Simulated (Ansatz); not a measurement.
# WC (rocksalt type): the cost of one run

Method: DFT LDA, with the methods named in each step, in Ansatz 0.2.0.

### Step 1. The starting structure

The structure is cubic, space group Fm-3m (No. 225). The conventional cell has a = 4.323 Å, b = 4.323 Å, c = 4.323 Å, α = 90.00°, β = 90.00°, γ = 90.00°. W (site symmetry m-3m) is surrounded by 6 C at 2.16 Å. C (site symmetry m-3m) has 6 W at 2.16 Å as nearest neighbours.

Structure file:

```cif
data_structure
_symmetry_space_group_name_H-M 'P 1'
_symmetry_Int_Tables_number 1
_cell_length_a 3.0570
_cell_length_b 3.0570
_cell_length_c 3.0570
_cell_angle_alpha 60.000
_cell_angle_beta 60.000
_cell_angle_gamma 60.000
_cell_volume 20.20
loop_
_atom_site_label
_atom_site_type_symbol
_atom_site_fract_x
_atom_site_fract_y
_atom_site_fract_z
_atom_site_occupancy
W1 W 0.00000 0.00000 0.00000 1
C1 C 0.50000 0.50000 0.50000 1
```

Whether this phase is the stable one at these pressures isn't tested.

Atoms are numbered in the order of the input: W1, C2.

### Step 2. The reference volume, LAPW

The input, input.yaml:

```yaml
crystal:
  lattice:
    - [0.0, 2.1615938812, 2.1615938812]
    - [2.1615938812, 0.0, 2.1615938812]
    - [2.1615938812, 2.1615938812, 0.0]
  atoms:
    - { symbol: W, position: [0.0, 0.0, 0.0] }
    - { symbol: C, position: [0.5, 0.5, 0.5] }
kpoints:
  mp_grid: { grid: [17, 17, 17] }
  band_path:
    path:
      - [0.0, 0.0, 0.0]
      - [0.5, 0.0, 0.5]
      - [0.625, 0.25, 0.625]
      - [0.375, 0.375, 0.75]
      - [0.0, 0.0, 0.0]
      - [0.5, 0.5, 0.5]
      - [0.5, 0.25, 0.75]
      - [0.5, 0.0, 0.5]
    npoints: 14
scf:
  occupations: { method: fermi_dirac, width: 0.1 }
hamiltonian:
  xc: lda
  pseudopotentials: { kind: all_electron, lapw: { basis_error: 0.001 } }
output:
  forces: true
  stress: true
  eigenvalues: true
  populations: true
  dos: { projected: true, de: 0.2, e_range: [-14, 8] }
```

The run is started by

```console
$ ansatz run input.yaml --threads 1 --pin off --max-ram 2048MiB --backend cpu --events-out ev --progress --plain --runs-dir out
```

What time and memory should one allow on 1 thread of Intel Xeon 6975P-C (Granite Rapids), shared host?

About 24 s, with a peak of 0.61 GiB.
